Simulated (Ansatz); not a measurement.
# CH₆GeOS: one species, many methods

The task here is to estimate one member of a computed series from the others.

The runs use Ansatz 0.2.0, Gaussian basis; functionals in def2-TZVPP, the program's frozen cores in correlated methods.

The runs, in order: PBE-D4, r2SCAN-D4, PBE0-D4, B3LYP-D4, ωB97X-V, ωB97M-V, B2PLYP; CCSD(T)/def2-TZVPP; MP2/def2-QZVPP; extrapolation to the limit.

### The relaxed structure

The geometry comes from an earlier relaxation with PBE0-D4 in a triple-zeta def2 set; it is a stationary point, not always the lowest conformer.

SMILES `OC[S][GeH3]`, 10 atoms, charge 0, spin multiplicity 1.

Atoms are counted from 1 here; the program's logs count them from 0.

Bond lengths: O1–C2 1.392 Å, O1–H5 0.962 Å, C2–S3 1.831 Å, C2–H6 1.090 Å, C2–H7 1.096 Å, S3–Ge4 2.215 Å, Ge4–H8 1.532 Å, Ge4–H9 1.543 Å, Ge4–H10 1.539 Å. Angles: C2–O1–H5 109.1°, O1–C2–S3 115.0°, O1–C2–H6 106.8°, O1–C2–H7 112.5°, S3–C2–H6 105.1°, S3–C2–H7 108.5°, H6–C2–H7 108.5°, C2–S3–Ge4 99.5°, S3–Ge4–H8 106.9°, S3–Ge4–H9 110.0°, S3–Ge4–H10 110.0°, H8–Ge4–H9 110.0°, H8–Ge4–H10 111.3°, H9–Ge4–H10 108.6°.

Geometry (Å):

```mol
CH6GeOS
  3D, bonds by distance, orders not assigned

 10  9  0  0  0  0  0  0  0  0999 V2000
   -1.1381    1.4498   -1.0113 O   0  0
    0.1974    1.0602   -0.9780 C   0  0
    0.4822   -0.7411   -1.1406 S   0  0
    0.2346   -1.3425    0.9764 Ge  0  0
   -1.6008    1.0492   -0.2697 H   0  0
    0.6761    1.5028   -1.8515 H   0  0
    0.7164    1.4152   -0.0807 H   0  0
    0.3466   -2.8693    1.0219 H   0  0
   -1.1494   -0.8982    1.4935 H   0  0
    1.3181   -0.6772    1.8431 H   0  0
  1  2  8  0
  2  3  8  0
  3  4  8  0
  1  5  8  0
  2  6  8  0
  2  7  8  0
  4  8  8  0
  4  9  8  0
  4 10  8  0
M  END
```

The first run:

in.yaml reads:

```yaml
crystal:
  periodic: [false, false, false]
  atoms:
    - {symbol: O, position_ang: [-1.138131, 1.449847, -1.011276]}
    - {symbol: C, position_ang: [0.197442, 1.060178, -0.978039]}
    - {symbol: S, position_ang: [0.482171, -0.741095, -1.140617]}
    - {symbol: Ge, position_ang: [0.234628, -1.342484, 0.976415]}
    - {symbol: H, position_ang: [-1.600831, 1.049208, -0.269687]}
    - {symbol: H, position_ang: [0.676083, 1.502843, -1.851470]}
    - {symbol: H, position_ang: [0.716415, 1.415202, -0.080744]}
    - {symbol: H, position_ang: [0.346568, -2.869309, 1.021913]}
    - {symbol: H, position_ang: [-1.149425, -0.898236, 1.493526]}
    - {symbol: H, position_ang: [1.318079, -0.677154, 1.843076]}
basis:
  gaussian: {orbitals: def2-TZVPP}
hamiltonian: {xc: pbe, dispersion: d4}
output: {forces: true, orbitals: {seedname: orbitals}}
```

Launch:

```bash
ansatz run in.yaml --threads 4 --pin off --events-out ev --progress --plain --max-ram 10444MiB
```

Steps of the session up to this table: PBE-D4 (GGA); r2SCAN-D4 (meta-GGA); PBE0-D4 (hybrid); B3LYP-D4 (hybrid); ωB97X-V (range-separated); ωB97M-V (range-separated); B2PLYP (double hybrid); CCSD(T) in def2-TZVPP; MP2 in def2-QZVPP.

One of the session's tables, all rows but one given; the rest of the session is left out.

```
            method  atomisation energy (kJ/mol)
            PBE-D4                       3248.0
         r2SCAN-D4                       3213.1
           PBE0-D4                            ?
          B3LYP-D4                       3185.6
           ωB97X-V                       3220.2
           ωB97M-V                       3204.2
            B2PLYP                       3151.5
     HF/def2-TZVPP                       2241.7
    MP2/def2-TZVPP                       3156.3
   CCSD/def2-TZVPP                       3079.3
CCSD(T)/def2-TZVPP                       3130.7
           MP2/CBS                       3239.9
       CCSD(T)/CBS                       3214.2
```

Q: Estimate the row for PBE0-D4 from the others.

As computed: atomisation energy (kJ/mol): 3190.7. In the column «atomisation energy (kJ/mol)» it lies between B3LYP-D4 (3185.6) and ωB97M-V (3204.2).

Limits of these values: Free atoms (1 O, 1 C, 1 S, 1 Ge, 6 H) were run apart at each level; the atomisation energy is their sum less the molecule, without zero-point or spin-orbit terms.
